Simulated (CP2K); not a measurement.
# SiHSBr (SMILES S[Si]Br) at IPEA1-xTB

Aim: the energy change on altering one bond length of SiHSBr at IPEA1-xTB, from 2 runs. 

The calculation is run with CP2K 2026.2.

1 further run of the same task is left out (set aside as unsound or not needed).

## Step 1: The molecule

SiHSBr has 4 atoms, charge 0, and is taken as a singlet. SMILES: `S[Si]Br`. Geometry: relaxed at PBE0-D4/def2-TZVP.

Bond lengths: S1–Si2 2.132 Å, Si2–Br3 2.258 Å, S1–H4 1.347 Å. Angles: S1–Si2–Br3 97.0°, Si2–S1–H4 93.1°.

## Step 2: The energy at IPEA1-xTB

calc.inp

```
&FORCE_EVAL
    METHOD QS
    &DFT
        &QS
            METHOD XTB
            EPS_DEFAULT 1.0E-10
            &XTB
                GFN_TYPE TBLITE
                &TBLITE
                    METHOD IPEA1
                &END TBLITE
                CHECK_ATOMIC_CHARGES F
            &END XTB
        &END QS
        ! isolated system
        &POISSON
            PERIODIC NONE
            POISSON_SOLVER ANALYTIC
        &END POISSON
        ! self-consistent field
        &SCF
            SCF_GUESS ATOMIC
            EPS_SCF 1.0E-07
            MAX_SCF 150
            ADDED_MOS 2
            &DIAGONALIZATION
                ALGORITHM STANDARD
            &END DIAGONALIZATION
            &MIXING
                METHOD DIRECT_P_MIXING
                ALPHA 0.4
            &END MIXING
            &SMEAR ON
                METHOD FERMI_DIRAC
                ELECTRONIC_TEMPERATURE [K] 300
            &END SMEAR
        &END SCF
        &PRINT
            &MOMENTS
                PERIODIC F
                REFERENCE COM
                MAX_MOMENT 1
            &END MOMENTS
            &MO ON
                ENERGIES T
                OCCUPATION_NUMBERS T
                NDIGITS 6
                &EACH
                    QS_SCF 0
                &END EACH
                ADD_LAST NUMERIC
            &END MO
            &HIRSHFELD OFF
            &END HIRSHFELD
        &END PRINT
    &END DFT
    &SUBSYS
        ! box in angstrom
        &CELL
            ABC 15.3 14.1 14
            PERIODIC NONE
        &END CELL
        &COORD
            S     -0.100100     0.958900    -0.584700
            Si    -0.298800    -0.908900     0.423800
            Br     1.856500    -1.105400     1.067300
            H     -1.402100     0.995100    -0.926700
        &END COORD
        &TOPOLOGY
            &CENTER_COORDINATES
            &END CENTER_COORDINATES
        &END TOPOLOGY
    &END SUBSYS
&END FORCE_EVAL

&GLOBAL
    PROJECT_NAME calc
    RUN_TYPE ENERGY
    PRINT_LEVEL MEDIUM
&END GLOBAL
```

Launch:

```sh
$ OMP_NUM_THREADS=1 cp2k.psmp calc.inp > calc.out
```

Standard output, shortened:

```text
CP2K| version string:                                       CP2K version 2026.2
[...]
 GLOBAL| Method name                                                        CP2K
[...]
 GLOBAL| Run type                                                         ENERGY
[...]
                             - Atoms:                                          4
[...]
                             - Spherical basis functions:                     29
[...]
 Number of electrons:                                                         18
[...]
  *** SCF run converged in    14 steps ***
[...]
  Fermi energy:                                                -0.29173889403367
[...]
 TB_DIPOLE| Moment [Debye]         -1.47281747      -1.14102646       0.28236384
 TB_DIPOLE| Derivative [a.u.]       0.00000000       0.00000000       0.00000000
[...]
 ENERGY| Total FORCE_EVAL ( QS ) energy [hartree]            -10.134540309213483
[...]
```

It took 0.22 s on 1 thread of Arm Neoverse V2, shared host.

## Step 3: The distorted shape at the same level

molecule.inp

```
&GLOBAL
  PROJECT_NAME molecule
  RUN_TYPE ENERGY
  PRINT_LEVEL MEDIUM
&END

&FORCE_EVAL
  METHOD QUICKSTEP
  &DFT
    &QS
      METHOD XTB
      EPS_DEFAULT 1.0E-10
      &XTB
        GFN_TYPE TBLITE
        &TBLITE
          METHOD IPEA1
        &END
        CHECK_ATOMIC_CHARGES F
      &END
    &END
    &POISSON
      PERIODIC NONE
      POISSON_SOLVER ANALYTIC
    &END
    &SCF
      SCF_GUESS ATOMIC
      EPS_SCF 1.0E-07
      MAX_SCF 150
      ADDED_MOS 2
      &DIAGONALIZATION
        ALGORITHM STANDARD
      &END
      &MIXING
        METHOD DIRECT_P_MIXING
        ALPHA 0.4
      &END
      &SMEAR ON
        METHOD FERMI_DIRAC
        ELECTRONIC_TEMPERATURE [K] 300
      &END
    &END
    &PRINT
      &MOMENTS
        PERIODIC F
        REFERENCE COM
        MAX_MOMENT 1
      &END
      &MO ON
        ENERGIES T
        OCCUPATION_NUMBERS T
        NDIGITS 6
        &EACH
          QS_SCF 0
        &END
        ADD_LAST NUMERIC
      &END
      &HIRSHFELD OFF
      &END
    &END
  &END
  &SUBSYS
    &CELL
      ABC 15.2 14.8 14.3
      PERIODIC NONE
    &END
    &COORD
      S     -0.030559     1.612596    -0.937657
      Si    -0.298800    -0.908900     0.423800
      Br     1.856500    -1.105400     1.067300
      H     -1.332559     1.648796    -1.279657
    &END
    &TOPOLOGY
      &CENTER_COORDINATES
      &END
    &END
  &END
&END
```

Launch:

```sh
$ OMP_NUM_THREADS=1 cp2k.psmp -i molecule.inp -o molecule.out
```

Standard output, shortened:

```text
CP2K| version string:                                       CP2K version 2026.2
[...]
 GLOBAL| Method name                                                        CP2K
[...]
 GLOBAL| Run type                                                         ENERGY
[...]
                             - Atoms:                                          4
[...]
                             - Spherical basis functions:                     29
[...]
 Number of electrons:                                                         18
[...]
  *** SCF run converged in    22 steps ***
[...]
  Fermi energy:                                                -0.32714164772132
[...]
 TB_DIPOLE| Moment [Debye]         -1.35755882      -4.15529773       2.01753923
 TB_DIPOLE| Derivative [a.u.]       0.00000000       0.00000000       0.00000000
[...]
 ENERGY| Total FORCE_EVAL ( QS ) energy [hartree]            -10.045186418615957
[...]
```

Run time: 0.22 s. Hardware: 1 thread of Arm Neoverse V2, shared host.

## Step 4: Outcome

Level: IPEA1-xTB.

```
                                                          quantity         value
                                         first shape: total energy  -10.13454 Eh
            first shape: dipole moment (from atomic charges alone)        1.88 D
                                          first shape: HOMO energy      -9.97 eV
                                          first shape: LUMO energy      -7.04 eV
                                        first shape: HOMO–LUMO gap       2.92 eV
                                     distorted shape: total energy  -10.04519 Eh
        distorted shape: dipole moment (from atomic charges alone)        4.81 D
                                      distorted shape: HOMO energy      -9.81 eV
                                      distorted shape: LUMO energy      -8.02 eV
                                    distorted shape: HOMO–LUMO gap       1.80 eV
energy change with the S1–Si2 bond stretched from 2.132 to 2.878 Å      2.431 eV
```

What this shows: With the S1–Si2 bond stretched from 2.132 to 2.878 Å the energy rises by 2.43 eV (235 kJ/mol). The first shape isn't relaxed at this level, so the change isn't measured from a minimum. The dipole (first shape) comes from point charges on the atoms alone, without atomic dipoles, so it is partial. The dipole (distorted shape) comes from point charges on the atoms alone, without atomic dipoles, so it is partial.
